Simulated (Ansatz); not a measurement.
Geometry optimisation, DFT PBEsol, scalar-relativistic, plane waves, PAW in Ansatz 0.2.0.

The input (input.yaml):

```yaml
crystal:
  lattice:
    - [0.0, 4.588531, 4.588531]
    - [4.588531, 0.0, 4.588531]
    - [4.588531, 4.588531, 0.0]
  atoms:
    - { symbol: Zr, position: [0.25, 0.25, 0.25] }
    - { symbol: "N", position: [0.0, 0.0, 0.0] }
    - { symbol: Zr, position: [0.25, 0.25, 0.75] }
    - { symbol: "N", position: [0.0, 0.0, 0.5] }
    - { symbol: Zr, position: [0.25, 0.75, 0.25] }
    - { symbol: "N", position: [0.0, 0.5, 0.0] }
    - { symbol: Zr, position: [0.25, 0.75, 0.75] }
    - { symbol: "N", position: [0.0, 0.5, 0.5] }
    - { symbol: Zr, position: [0.75, 0.25, 0.25] }
    - { symbol: "N", position: [0.5, 0.0, 0.0] }
    - { symbol: Zr, position: [0.75, 0.25, 0.75] }
    - { symbol: "N", position: [0.5, 0.0, 0.5] }
    - { symbol: Zr, position: [0.75, 0.75, 0.25] }
    - { symbol: "N", position: [0.5, 0.5, 0.0] }
    - { symbol: Zr, position: [0.75, 0.75, 0.75] }
    - { symbol: "N", position: [0.5, 0.5, 0.5] }
    - { symbol: "N", position: [0.3830102, 0.3655438, 0.3837626] }
basis:
  ecutwfc: 420.0
kpoints:
  mp_grid: { grid: [3, 3, 3] }
hamiltonian:
  xc: pbesol
  pseudopotentials: { kind: paw, azcp: { folder: soft_1 } }
scf:
  occupations: { method: gaussian, width: 0.05 }
  lower_state_search: "off"
relax:
  f_tol: 0.03
  max_steps: 60
  adjacent_minimum: "off"
```

Run as:

```bash
$ ansatz run input.yaml --threads 4 --pin off --max-ram 10240MiB --backend cpu --events-out ev --progress --plain --runs-dir out
```

Where does it end, and by what steps?

The run converged. The force dipped under the threshold on the way, but the program's further checks kept it going. Limits of this set-up: coarse k mesh, odd electron count without spin, PAW files made for another functional, a small cell, in which the defect meets its images, a typed lattice constant that wasn't relaxed here. After 4 steps the energy has fallen by 2.452 eV; N12 moved furthest, 0.24 Å.

```tsv
step	energy less start (eV)	largest force component (eV/Å)	accepted
0	0.0000	2.910	yes
1	-2.2324	1.251	yes
2	-2.4215	0.266	yes
3	-2.4517	0.021	yes
4	-2.4517	0.021	yes
```

```xyz
17
Lattice="0.0000 4.5885 4.5885 4.5885 0.0000 4.5885 4.5885 4.5885 0.0000" Properties=species:S:1:pos:R:3
Zr 2.291 2.295 2.291
N 0.008 0.014 0.008
Zr 4.592 4.596 2.290
N 2.285 2.291 0.008
Zr 4.592 2.295 4.591
N 2.286 0.014 2.286
Zr 6.871 4.605 4.600
N 4.728 2.159 2.154
Zr 2.291 4.596 4.592
N 0.009 2.291 2.285
Zr 4.600 6.876 4.600
N 2.155 4.733 2.155
Zr 4.600 4.605 6.871
N 2.154 2.159 4.728
Zr 6.871 6.876 6.871
N 4.727 4.733 4.727
N 3.441 3.445 3.441
```

Whether the end is a true minimum wasn't checked by a vibrational analysis.

Run time: 21 s on 4 threads of Intel(R) Xeon(R) Platinum 8259CL CPU @ 2.50GHz (Skylake/Cascade Lake), on a shared host, peak memory 0.78 GiB.
